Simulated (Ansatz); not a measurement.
# AlGeH4+ (singlet): wave-function methods side by side, cc-pVDZ

One table from this session's results is given with a row withheld; the runs are named, their logs left out.

Method: cc-pVDZ, core rule «outside noble gas», up to 19 orbitals frozen; program: Ansatz 0.2.0, Gaussian basis.

The runs, in order: UHF; CCSD(T) on RHF; BCCD(T) on RHF; CISD; CCSDT(Q) on RHF; CASSCF and MRCISD+Q, 8 electrons in 8 orbitals; CASSCF and NEVPT2, 8 electrons in 8 orbitals.

18 further runs of the same task are left out: 6 that didn't finish, 12 set aside as unsound or not needed.

### The system

The geometry is a PBE0/def2-TZVP stationary point (not a proven minimum) of the parent state, kept for this charge and spin. No spin-orbit coupling is included. The filled d shell of Ge may be among the frozen orbitals whatever the setting's name suggests; the logs give the count.

6 atoms, charge 1, spin multiplicity 1.

Atoms are counted from 1 here; the program's logs count them from 0.

Bond lengths: Ge1–Al2 2.663 Å, Ge1–H3 1.726 Å, Ge1–H4 1.726 Å, Al2–H3 1.762 Å, Al2–H4 1.762 Å, Al2–H5 1.582 Å, Al2–H6 1.582 Å. Angles: Al2–Ge1–H3 40.7°, Al2–Ge1–H4 40.7°, H3–Ge1–H4 81.4°, Ge1–Al2–H3 39.7°, Ge1–Al2–H4 39.7°, Ge1–Al2–H5 117.5°, Ge1–Al2–H6 117.5°, H3–Al2–H4 79.5°, H3–Al2–H5 110.8°, H3–Al2–H6 110.8°, H4–Al2–H5 110.8°, H4–Al2–H6 110.8°, H5–Al2–H6 124.9°, Ge1–H3–Al2 99.6°, Ge1–H4–Al2 99.6°.

Coordinates:

```xyz
6

Ge    0.00000    0.00000    0.78467
Al    0.00000    0.00000   -1.87842
H    -1.12599    0.00000   -0.52358
H     1.12599    0.00000   -0.52358
H     0.00000   -1.40271   -2.60957
H     0.00000    1.40271   -2.60957
```

Set-up of the first run:

File in.yaml:

```yaml
crystal:
  periodic: [false, false, false]
  atoms:
    - {symbol: Ge, position_ang: [0.000000, 0.000000, 0.784674]}
    - {symbol: Al, position_ang: [0.000000, 0.000000, -1.878421]}
    - {symbol: H, position_ang: [-1.125990, -0.000002, -0.523581]}
    - {symbol: H, position_ang: [1.125990, 0.000002, -0.523581]}
    - {symbol: H, position_ang: [0.000002, -1.402706, -2.609571]}
    - {symbol: H, position_ang: [-0.000002, 1.402706, -2.609571]}
basis:
  gaussian: {orbitals: cc-pVDZ}
total_charge: 1
magnetization: {spin_polarized: true, initial_magnetization: 0}
hamiltonian: {xc: hf}
output: {orbitals: {seedname: orbitals}}
```

Run with:

```sh
> ansatz run in.yaml --threads 1 --pin off --events-out ev --progress --plain --max-ram 2393MiB
```

Steps of the session up to this table: UHF; CCSD(T) on RHF; BCCD(T) on RHF; CISD; CCSDT(Q) on RHF; CASSCF and MRCISD+Q, 8 electrons in 8 orbitals; CASSCF and NEVPT2, 8 electrons in 8 orbitals.

One table of the session follows, with a row left open; its other results are not shown here.

| method | from RCCSDT(Q) (kcal/mol) |
| --- | --- |
| RHF | +123.35 |
| RMP2 | +30.78 |
| CISD | +13.26 |
| RCCSD | +3.53 |
| RCCSD(T) | +0.79 |
| BCCD(T) | +0.78 |
| RCCSDT | +0.11 |
| RCCSDT(Q) | 0 |
| CASSCF frontier | +85.98 |
| NEVPT2 frontier | +24.07 |
| MRCISD frontier | +6.63 |
| MRCISD+Q frontier | ? |

Q: Estimate the row for MRCISD+Q frontier from the others.

The run gave: from RCCSDT(Q) (kcal/mol): +0.48. In the column «from RCCSDT(Q) (kcal/mol)» it lies between RCCSDT (+0.11) and BCCD(T) (+0.78).
